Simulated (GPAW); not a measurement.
# WS (Pm-3m) in GPAW: settings compared

The runs below take WS through band structure, with PBE, PBE+U.

Everything below comes from runs of GPAW 26.7.0. Logs are shortened: lines on timing, memory, paths and dates and some standing lists are left out, and cuts for length are marked. The log counts tension as positive stress, the text compression.

## Step 1: The structure

It takes space group Pm-3m (No. 221, cubic). The conventional cell has a = 3.008 Å, b = 3.008 Å, c = 3.008 Å, α = 90.00°, β = 90.00°, γ = 90.00°. Around W (site symmetry m-3m) lie 8 S at 2.60 Å. S (site symmetry m-3m) has 8 W at 2.60 Å as nearest neighbours.

The cell was built by a generator and needn't be a form met in nature.

## Step 2: Band structure, PBE

run.py reads:

```python
from ase.dft.bandgap import bandgap
from ase.io import read, write
from ase.units import GPa
from gpaw import GPAW, PW

atoms = read('POSCAR')

calc = GPAW(mode=PW(600),
            xc='PBE',
            kpts={'size': (9, 9, 9), 'gamma': True},
            occupations={'name': 'fermi-dirac', 'width': 0.05},
            nbands=20,
            convergence={'density': 1e-05, 'energy': 1e-05},
            maxiter=150,
            txt='gpaw.txt')
atoms.calc = calc
energy = atoms.get_potential_energy()
forces = atoms.get_forces()
stress = atoms.get_stress()
calc.write('gs.gpw')
write('result.traj', atoms)
print(f'Energy: {energy:.6f} eV')
print('Forces (eV/A):')
print(forces.round(4))
print('Stress (GPa):', (stress / GPa).round(3))
print('Fermi level:', round(calc.get_fermi_level(), 4), 'eV')
print(f'Gap: {bandgap(calc)[0]:.4f} eV, direct: {bandgap(calc, direct=True)[0]:.4f} eV')

path = atoms.cell.bandpath('GXMGRX,MR', npoints=60, eps=1e-4)
bs_calc = calc.fixed_density(kpts=path, symmetry='off', nbands=30,
                             convergence={'bands': 'CBM+6.0', 'eigenstates': 1e-6}, txt='bands.txt')
bs = bs_calc.band_structure()
bs.write('bs.json')
print(f'Gap on the path: {bandgap(bs_calc)[0]:.4f} eV')
```

POSCAR reads:

```
WS
1.0
    3.0078900000      0.0000000000      0.0000000000
    0.0000000000      3.0078900000      0.0000000000
    0.0000000000      0.0000000000      3.0078900000
W S
1 1
Direct
    0.5000000000      0.5000000000      0.5000000000
    0.0000000000      0.0000000000      0.0000000000
```

Potentials or basis: GPAW PAW data sets (gpaw-data 1.2.1), pw.

Run with:

```sh
$ OMP_NUM_THREADS=1 python run.py
```

gpaw.txt:

```text
__  _  _
 | _ |_)|_||  |
 |__||  | ||/\| - 26.7.0

Input parameters:
  mode=PW(ecut=600.0),
  convergence={'density': 1e-05, 'energy': 1e-05},
  kpts=MonkhorstPack(size=(9, 9, 9), gamma=True),
  maxiter=150,
  nbands=20,
  occupations=Occupations(name='fermi-dirac', width=0.05),
  xc=XC(name='PBE')

Diagonalizing LCAO Hamiltonian
Converting LCAO to pw mode
   .------.
  /|      |
 * |      |
 | | W    |
 | .------.
 |/      /
 S------*

Atoms  # Å, Bohr magnetons
|   | symbol |        x |        y |        z |    initial magnetic moments |
|---|--------|----------|----------|----------|-----------------------------|
| 0 |      W | 1.503945 | 1.503945 | 1.503945 | ( 0.0000,  0.0000,  0.0000) |
| 1 |      S | 0.000000 | 0.000000 | 0.000000 | ( 0.0000,  0.0000,  0.0000) |

Unit cell  # Å
| periodic |        x |        y |        z |  lengths |    angles |
|----------|----------|----------|----------|----------|-----------|
|      yes | 3.007890 | 0.000000 | 0.000000 | 3.007890 | 90.000000 |
|      yes | 0.000000 | 3.007890 | 0.000000 | 3.007890 | 90.000000 |
|      yes | 0.000000 | 0.000000 | 3.007890 | 3.007890 | 90.000000 |

Number of symmetries: 48
Symmetry operations  # r_c * U_cc + t_c -> r_c
|    | kind |            matrix            |
|----|------|------------------------------|
|  0 |  E   |  1, 0, 0,  0, 1, 0,  0, 0, 1 |
|  1 |  σ   |  1, 0, 0,  0, 1, 0,  0, 0,-1 |
|  2 |  σ   |  1, 0, 0,  0, 0, 1,  0, 1, 0 |
|  3 |  C4  |  1, 0, 0,  0, 0, 1,  0,-1, 0 |
|  4 |  C4  |  1, 0, 0,  0, 0,-1,  0, 1, 0 |
|  5 |  σ   |  1, 0, 0,  0, 0,-1,  0,-1, 0 |
|  6 |  σ   |  1, 0, 0,  0,-1, 0,  0, 0, 1 |
|  7 |  C2  |  1, 0, 0,  0,-1, 0,  0, 0,-1 |
|  8 |  σ   |  0, 1, 0,  1, 0, 0,  0, 0, 1 |
|  9 |  C2  |  0, 1, 0,  1, 0, 0,  0, 0,-1 |
| 10 |  C3  |  0, 1, 0,  0, 0, 1,  1, 0, 0 |
| 11 |  S6  |  0, 1, 0,  0, 0, 1, -1, 0, 0 |
| 12 |  S6  |  0, 1, 0,  0, 0,-1,  1, 0, 0 |
| 13 |  C3  |  0, 1, 0,  0, 0,-1, -1, 0, 0 |
| 14 |  C4  |  0, 1, 0, -1, 0, 0,  0, 0, 1 |
| 15 |  S4  |  0, 1, 0, -1, 0, 0,  0, 0,-1 |
| 16 |  C3  |  0, 0, 1,  1, 0, 0,  0, 1, 0 |
| 17 |  S6  |  0, 0, 1,  1, 0, 0,  0,-1, 0 |
| 18 |  σ   |  0, 0, 1,  0, 1, 0,  1, 0, 0 |
| 19 |  C4  |  0, 0, 1,  0, 1, 0, -1, 0, 0 |
| 20 |  C2  |  0, 0, 1,  0,-1, 0,  1, 0, 0 |
| 21 |  S4  |  0, 0, 1,  0,-1, 0, -1, 0, 0 |
| 22 |  S6  |  0, 0, 1, -1, 0, 0,  0, 1, 0 |
| 23 |  C3  |  0, 0, 1, -1, 0, 0,  0,-1, 0 |
| 24 |  S6  |  0, 0,-1,  1, 0, 0,  0, 1, 0 |
| 25 |  C3  |  0, 0,-1,  1, 0, 0,  0,-1, 0 |
| 26 |  C4  |  0, 0,-1,  0, 1, 0,  1, 0, 0 |
| 27 |  σ   |  0, 0,-1,  0, 1, 0, -1, 0, 0 |
| 28 |  S4  |  0, 0,-1,  0,-1, 0,  1, 0, 0 |
| 29 |  C2  |  0, 0,-1,  0,-1, 0, -1, 0, 0 |
| 30 |  C3  |  0, 0,-1, -1, 0, 0,  0, 1, 0 |
| 31 |  S6  |  0, 0,-1, -1, 0, 0,  0,-1, 0 |
| 32 |  C4  |  0,-1, 0,  1, 0, 0,  0, 0, 1 |
| 33 |  S4  |  0,-1, 0,  1, 0, 0,  0, 0,-1 |
| 34 |  S6  |  0,-1, 0,  0, 0, 1,  1, 0, 0 |
| 35 |  C3  |  0,-1, 0,  0, 0, 1, -1, 0, 0 |
| 36 |  C3  |  0,-1, 0,  0, 0,-1,  1, 0, 0 |
| 37 |  S6  |  0,-1, 0,  0, 0,-1, -1, 0, 0 |
| 38 |  σ   |  0,-1, 0, -1, 0, 0,  0, 0, 1 |
| 39 |  C2  |  0,-1, 0, -1, 0, 0,  0, 0,-1 |
| 40 |  σ   | -1, 0, 0,  0, 1, 0,  0, 0, 1 |
| 41 |  C2  | -1, 0, 0,  0, 1, 0,  0, 0,-1 |
| 42 |  C2  | -1, 0, 0,  0, 0, 1,  0, 1, 0 |
| 43 |  S4  | -1, 0, 0,  0, 0, 1,  0,-1, 0 |
| 44 |  S4  | -1, 0, 0,  0, 0,-1,  0, 1, 0 |
| 45 |  C2  | -1, 0, 0,  0, 0,-1,  0,-1, 0 |
| 46 |  C2  | -1, 0, 0,  0,-1, 0,  0, 0, 1 |
| 47 |  i   | -1, 0, 0,  0,-1, 0,  0, 0,-1 |

BZ-sampling:
  Number of BZ points: 729
  Number of IBZ points: 35

  Monkhorst-Pack size: [9, 9, 9]
  Monkhorst-Pack shift: [0, 0, 0]

K-points  # in reciprocal-cell coordinates
|     |                                coordinates |     weight |
|-----|--------------------------------------------|------------|
|   0 | (  0.00000000,   0.00000000,   0.00000000) | 0.00137174 |
|   1 | (  0.11111111,   0.00000000,   0.00000000) | 0.00823045 |
|   2 | (  0.11111111,   0.11111111,   0.00000000) | 0.01646091 |
|   3 | (  0.11111111,   0.11111111,   0.11111111) | 0.01097394 |
|   4 | (  0.22222222,   0.00000000,   0.00000000) | 0.00823045 |
|   5 | (  0.22222222,   0.11111111,   0.00000000) | 0.03292181 |
|   6 | (  0.22222222,   0.11111111,   0.11111111) | 0.03292181 |
|   7 | (  0.22222222,   0.22222222,   0.00000000) | 0.01646091 |
|   8 | (  0.22222222,   0.22222222,   0.11111111) | 0.03292181 |
|   9 | (  0.22222222,   0.22222222,   0.22222222) | 0.01097394 |
| ... |                                            |            |
|  34 | (  0.44444444,   0.44444444,   0.44444444) | 0.01097394 |

Plane wave coefficients: 931
Cutoff: 600.0 eV

Spin-components: 1 (collinear spins)
Bands:           20
Projectors:      11
Spin-degeneracy: 2
Datatype:        complex128

Parallelization:
  kpt:    1
  domain: 1
  band:   1

Density:
  Valence electrons: 20.0
  Components: 1
  Grid points: [18 18 18]
  Charge: 0.0  # |e|

Potential:
  Grid points: [18 18 18]

species:
  W:
    name:    Tungsten
    Z:       74.0
    valence: 14
    core:    60
    charge:  0.0  # [|e|]
    compensation charges:
      type: gauss
      rc: 0.40  # [Å]
      lmax: 2
    cutoffs:
      filter: 2.36  # [Å]
      core: 3.02  # [Å]
    projectors
    | kind |    occ | energy [eV] | rcut [Å] |
    |------|--------|-------------|----------|
    |   5s |  2.000 |     -78.830 |    1.344 |
    |   6s |  2.000 |      -5.697 |    1.344 |
    |   5p |  6.000 |     -43.233 |    1.355 |
    |   6p |  0.000 |      -1.367 |    1.355 |
    |   5d |  4.000 |      -4.494 |    1.228 |
    |    d |        |      22.717 |    1.228 |

    Using partial waves for W as LCAO basis

  S:
    name:    Sulfur
    Z:       16.0
    valence: 6
    core:    10
    charge:  0.0  # [|e|]
    compensation charges:
      type: gauss
      rc: 0.24  # [Å]
      lmax: 2
    cutoffs:
      filter: 1.77  # [Å]
      core: 1.66  # [Å]
    projectors
    | kind |    occ | energy [eV] | rcut [Å] |
    |------|--------|-------------|----------|
    |   3s |  2.000 |     -17.254 |    0.974 |
    |   3p |  4.000 |      -7.008 |    0.979 |
    |    s |        |       9.957 |    0.974 |
    |    p |        |      20.203 |    0.979 |
    |    d |        |       0.000 |    0.900 |

    Using partial waves for S as LCAO basis

Reference energy: -449629.291553  # eV

eigensolver:
  PPCG
  Converge bands: occupied
  niter=2

density mixing:
  MSR1-Mixer
  Pratt-step length: 0.05
  Maximum mixing coefficient: 0.75
  Old densities: 10
  SVD Regularization: 0.005
  Good broyden scale: 1.0
  Trust region scale: 1.0
  Backstep threshold: 4.0
  History deletion threshold: 6.0
  Fourier metric: weight=20.0, sigma=0.015

occupation numbers:
  Fermi-Dirac:
    width: 0.0500  # eV

poisson solver:
  ecut: 4800.0  # eV

xc functional:
  name: PBE with 2 nearest neighbor stencil

convergence criteria:
- Maximum integral of absolute [dens]ity change: 1e-05 electrons / valence electron
- Maximum [total energy] change in last 3 cyles: 1e-05 eV / valence electron
- Maximum integral of absolute [eigenst]ate change: 4e-08 eV^2 / valence electron
maximum number of iterations: 150

SCF iterations
|iter     | |      energy | eigst |  dens |
|---------|-|-------------|-------|-------|
|iter:   1| |  -15.249560 | +0.35 |       |
|iter:   2| |  -15.264492 | -1.80 | -1.41 |
|iter:   3| |  -15.246936 | -2.47 | -1.44 |
|iter:   4| |  -15.251704 | -3.54 | -1.92 |
|iter:   5| |  -15.251661 | -3.90 | -2.25 |
|iter:   6| |  -15.251704c| -4.86 | -2.70 |
|iter:   7| |  -15.251704c| -7.31 | -4.04 |
|iter:   8| |  -15.251704c| -8.02c| -4.42 |
|iter:   9| |  -15.251704c| -9.88c| -5.80c|

Converged in 9 steps
Energy contributions relative to reference atoms: (reference = -449629.291553)

Energy contributions:
  Kinetic:           6.411041
  Coulomb:          -4.541167
  Zero:              0.047071
  External:          0.000000
  Xc:              -17.162151
  Entropy:          -0.012996
  Spinorbit:         0.000000
  ----------------------------
  Free energy:     -15.258202
  Extrapolated:    -15.251704

dipole moment: (-9.627453, -9.627453, -9.627453)  # |e|*Ang

Fermi level: 14.865
Eigenvalues  # (at kpt = [0.000, 0.000, 0.000])
| band index |      eig [eV] | occ [0-2] |
|------------|---------------|-----------|
|          0 |       -59.347 |     2.000 |
|        ... |               |           |
|          2 |       -23.701 |     2.000 |
|          3 |       -23.701 |     2.000 |
|          4 |        -2.707 |     2.000 |
|          5 |        10.325 |     2.000 |
|          6 |        10.325 |     2.000 |
|          7 |        12.025 |     2.000 |
|          8 |        12.025 |     2.000 |
|          9 |        12.025 |     2.000 |
|         10 |        16.051 |     0.000 |
|         11 |        16.051 |     0.000 |
|         12 |        16.051 |     0.000 |
|         13 |        17.271 |     0.000 |
|         14 |        24.311 |     0.000 |
|         15 |        24.311 |     0.000 |
|         16 |        31.283 |     0.000 |
|         17 |        31.283 |     0.000 |
|        ... |               |           |
|         19 |        32.528 |     0.000 |

No gap
No difference between direct/indirect transitions

Forces  # eV/Ang
|       x |       y |       z |
|---------|---------|---------|
| 0.00000 | 0.00000 | 0.00000 |  # W    0
| 0.00000 | 0.00000 | 0.00000 |  # S    1

Stress tensor  # eV/Ang^3
|         x |         y |         z |
|-----------|-----------|-----------|
| -0.000492 | -0.000000 |  0.000000 |
| -0.000000 | -0.000492 |  0.000000 |
|  0.000000 |  0.000000 | -0.000492 |

# Writing to gs.gpw (mode='')
```

It took 12 s on 1 thread of AMD EPYC 9R45 (Zen 5), shared host; peak memory 0.2 GiB.

Results:

* Free energy: -15.2582 eV
* Pressure: 0.1 GPa
* Band gap along the path: none (metal or under the smearing width)

Levels at the corners of the path, in eV from the Fermi level:
| point | band 8 | band 9 | band 10 | band 11 | band 12 | band 13 |
| --- | --- | --- | --- | --- | --- | --- |
| Γ | -2.84 | -2.84 | -2.84 | 1.19 | 1.19 | 1.19 |
| X | -4.63 | -3.23 | 1.86 | 2.79 | 4.30 | 4.66 |
| M | -4.45 | -1.52 | -1.17 | -1.17 | 0.56 | 3.62 |
| Γ | -2.84 | -2.84 | -2.84 | 1.19 | 1.19 | 1.19 |
| R | -8.80 | 2.48 | 2.48 | 2.48 | 3.81 | 3.81 |
| X | -4.63 | -3.23 | 1.86 | 2.79 | 4.30 | 4.66 |
| M | -4.45 | -1.52 | -1.17 | -1.17 | 0.56 | 3.62 |
| R | -8.80 | 2.48 | 2.48 | 2.48 | 3.81 | 3.81 |

Caveat: spin-orbit coupling is left out, which moves the levels of the heavy elements.

## Step 3: Band structure, PBE+U

Edit run.py of step 2 so:

```diff
@@ -11,2 +11,3 @@
             occupations={'name': 'fermi-dirac', 'width': 0.05},
+            setups={'W': ':d,1.0'},
             nbands=20,
```

POSCAR is that of step 2.

Potentials or basis: GPAW PAW data sets (gpaw-data 1.2.1), pw.

Run with:

```sh
$ OMP_NUM_THREADS=1 python run.py
```

Wall time 12 s (1 thread of AMD EPYC 9R45 (Zen 5), shared host); peak memory 0.2 GiB.

The run converged. Its results:

* Free energy: -14.0368 eV
* Pressure: 0.7 GPa
* Band gap along the path: none (metal or under the smearing width)

Levels at the corners of the path, in eV from the Fermi level:
| point | band 7 | band 8 | band 9 | band 10 | band 11 | band 12 | band 13 | band 14 |
| --- | --- | --- | --- | --- | --- | --- | --- | --- |
| Γ | -4.62 | -2.88 | -2.88 | -2.88 | 1.22 | 1.22 | 1.22 | 2.35 |
| X | -4.64 | -4.64 | -3.31 | 1.89 | 2.70 | 4.25 | 4.68 | 4.68 |
| M | -7.12 | -4.52 | -1.55 | -1.15 | -1.15 | 0.57 | 3.53 | 5.07 |
| Γ | -4.62 | -2.88 | -2.88 | -2.88 | 1.22 | 1.22 | 1.22 | 2.35 |
| R | -8.82 | -8.82 | 2.42 | 2.42 | 2.42 | 3.71 | 3.71 | 5.72 |
| X | -4.64 | -4.64 | -3.31 | 1.89 | 2.70 | 4.25 | 4.68 | 4.68 |
| M | -7.12 | -4.52 | -1.55 | -1.15 | -1.15 | 0.57 | 3.53 | 5.07 |
| R | -8.82 | -8.82 | 2.42 | 2.42 | 2.42 | 3.71 | 3.71 | 5.72 |

Caveat: spin-orbit coupling is left out, which moves the levels of the heavy elements; U without spin polarisation on a metal has little footing.

[end of part 1 of 2]
